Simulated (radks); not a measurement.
**The Coulomb parameter U of the 4f shell of Ce²⁺**

The task here is to estimate one member of a computed series from the others.

Program: radks (a radial shooting solver on a logarithmic mesh, Libxc functionals) version 1. Level of theory: scalar-relativistic Kohn-Sham, r2SCAN, spin-unpolarised, spherical densities, finite nucleus. These are calculated values, not measurements, unless marked.

## The atom as given

| Quantity | Value |
| --- | --- |
| element | cerium (Z = 58) |
| charge | +2 |
| electrons | 56 |
| configuration | [Xe] 4f1 6s1 |
| nuclear rms radius | 4.8771 fm |

Outer shells as boxes (Hund's rule):

Ce²⁺
```
[Xe] core
4f [↑ ][  ][  ][  ][  ][  ][  ]
6s [↑ ]
```

Set-up of the first run:

The run's settings:

```text
Z 58
configuration [Xe] 4f1 6s1
relativity scalar-relativistic
functional r2scan,r2scan
spin unpolarised
nucleus finite rms 4.8771 fm
c 137.035999084
```

Steps of the session up to this table: Start: [Xe] 4f1 6s1.

One of the session's tables, all rows but one given; the rest of the session is left out.

It belongs to the step «Start: [Xe] 4f1 6s1». Radial moments (bohr):

| level | <r> | outermost maximum (interpolated) | 90 % within | nodes |
| --- | --- | --- | --- | --- |
| 3d | ? | ? | ? | ? |
| 4s | 0.6376 | 0.593 | 0.915 | 3 |
| 4p | 0.6749 | 0.619 | 0.980 | 2 |
| 4d | 0.7446 | 0.652 | 1.12 | 1 |
| 5s | 1.514 | 1.37 | 2.17 | 4 |
| 5p | 1.729 | 1.54 | 2.50 | 3 |
| 4f | 1.073 | 0.706 | 1.84 | 0 |
| 6s | 3.701 | 3.42 | 5.24 | 5 |

Estimate the missing values for 3d.

**Answer.** <r>: 0.2536; outermost maximum (interpolated): 0.205; 90 % within: 0.396; nodes: 0. In the column «<r>» it is the lowest.
